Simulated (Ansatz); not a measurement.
**CH₇AlSeSi: one species, many methods**

How much do the methods differ for CH₇AlSeSi? The plan is to run it at one geometry with functionals of several rungs and with coupled cluster, and see how far each lands from CCSD(T) at the basis-set limit for the atomisation energy.

Method: functionals in def2-TZVPP, the program's frozen cores in correlated methods; program: Ansatz 0.2.0, Gaussian basis.

Plan: PBE-D4, r2SCAN-D4, PBE0-D4, B3LYP-D4, ωB97X-V, ωB97M-V, B2PLYP; CCSD(T)/def2-TZVPP; MP2/def2-QZVPP; extrapolation to the limit.

## (1) Structure used throughout

The geometry comes from an earlier relaxation with PBE0-D4 in a triple-zeta def2 set; it is a stationary point, not always the lowest conformer.

11 atoms, charge 0, spin multiplicity 1.

Atoms are counted from 1 here; the program's logs count them from 0.

Bond lengths: Al1–C2 1.961 Å, Al1–Se3 2.603 Å, Al1–H5 1.585 Å, Al1–H6 1.585 Å, C2–Se3 2.019 Å, C2–H7 1.088 Å, C2–H8 1.088 Å, Se3–Si4 2.289 Å, Si4–H9 1.485 Å, Si4–H10 1.482 Å, Si4–H11 1.482 Å. Angles: C2–Al1–Se3 50.1°, C2–Al1–H5 117.3°, C2–Al1–H6 118.6°, Se3–Al1–H5 108.5°, Se3–Al1–H6 110.1°, H5–Al1–H6 123.8°, Al1–C2–Se3 81.7°, Al1–C2–H7 120.9°, Al1–C2–H8 123.2°, Se3–C2–H7 105.1°, Se3–C2–H8 108.6°, H7–C2–H8 110.1°, Al1–Se3–C2 48.2°, Al1–Se3–Si4 98.4°, C2–Se3–Si4 97.0°, Se3–Si4–H9 108.8°, Se3–Si4–H10 106.8°, Se3–Si4–H11 109.3° and more.

## (2) PBE-D4 (GGA)

in.yaml

```yaml
crystal:
  periodic: [false, false, false]
  atoms:
    - {symbol: Al, position_ang: [0.142215, 1.822816, -0.514943]}
    - {symbol: C, position_ang: [-1.318734, 0.690337, 0.139197]}
    - {symbol: Se, position_ang: [0.118921, 0.081299, 1.419389]}
    - {symbol: Si, position_ang: [0.797265, -1.751405, 0.227760]}
    - {symbol: H, position_ang: [0.276752, 3.271559, 0.113623]}
    - {symbol: H, position_ang: [1.034239, 1.294219, -1.713925]}
    - {symbol: H, position_ang: [-2.105309, 1.101171, 0.769380]}
    - {symbol: H, position_ang: [-1.689368, -0.176966, -0.403669]}
    - {symbol: H, position_ang: [-0.167610, -2.855938, 0.457653]}
    - {symbol: H, position_ang: [2.137620, -2.123231, 0.739856]}
    - {symbol: H, position_ang: [0.839410, -1.410960, -1.213720]}
basis:
  gaussian: {orbitals: def2-TZVPP}
hamiltonian: {xc: pbe, dispersion: d4}
output: {forces: true, orbitals: {seedname: orbitals}}
```

Launch:

```
$ ansatz run in.yaml --threads 4 --pin off --events-out ev --progress --plain --max-ram 10444MiB
```

After this run come: r2SCAN-D4 (meta-GGA); PBE0-D4 (hybrid); B3LYP-D4 (hybrid); ωB97X-V (range-separated); ωB97M-V (range-separated); B2PLYP (double hybrid); CCSD(T) in def2-TZVPP; MP2 in def2-QZVPP.

Before running them: what should the planned runs give, taken together? Wanted: atomisation energy, CCSD(T)/CBS; farthest; mean size of error, hybrid; mean size of error, range-separated; gap, smallest and largest; T1 diagnostic; triples share of the correlation energy.

As calculated:

| quantity | value |
| --- | --- |
| atomisation energy, CCSD(T)/CBS | 792.0 kcal/mol |
| functionals within 7.9 kcal/mol (1.0 %) | PBE-D4, r2SCAN-D4, B3LYP-D4, ωB97X-V, ωB97M-V |
| farthest | B2PLYP (-16.8 kcal/mol) |
| mean size of error, hybrid | 7.8 kcal/mol |
| mean size of error, range-separated | 2.5 kcal/mol |
| gap, smallest and largest | 4.46 eV (PBE-D4), 10.58 eV (ωB97X-V) |
| T1 diagnostic | 0.0105 |
| triples share of the correlation energy | 3.8 % |

In words: PBE-D4 misses by -5.2 kcal/mol. Double hybrids carry the basis error of their MP2 part in triple zeta, and no dispersion term here, so their miss is partly the set-up's. Misses under about 7.9 kcal/mol are within the doubt on the reference itself, which lacks core-valence correlation, relativity and higher excitations, and its outer-core shells are covered unevenly. All levels share the lack of spin-orbit coupling, which lowers the free heavy atoms and so the true binding. Hartree-Fock recovers 74 % of the binding; the rest is correlation. Orbital gaps span 4.5 to 10.6 eV; exact exchange widens them. Correlated methods include outer-core shells of Se, which these sets cover unevenly.
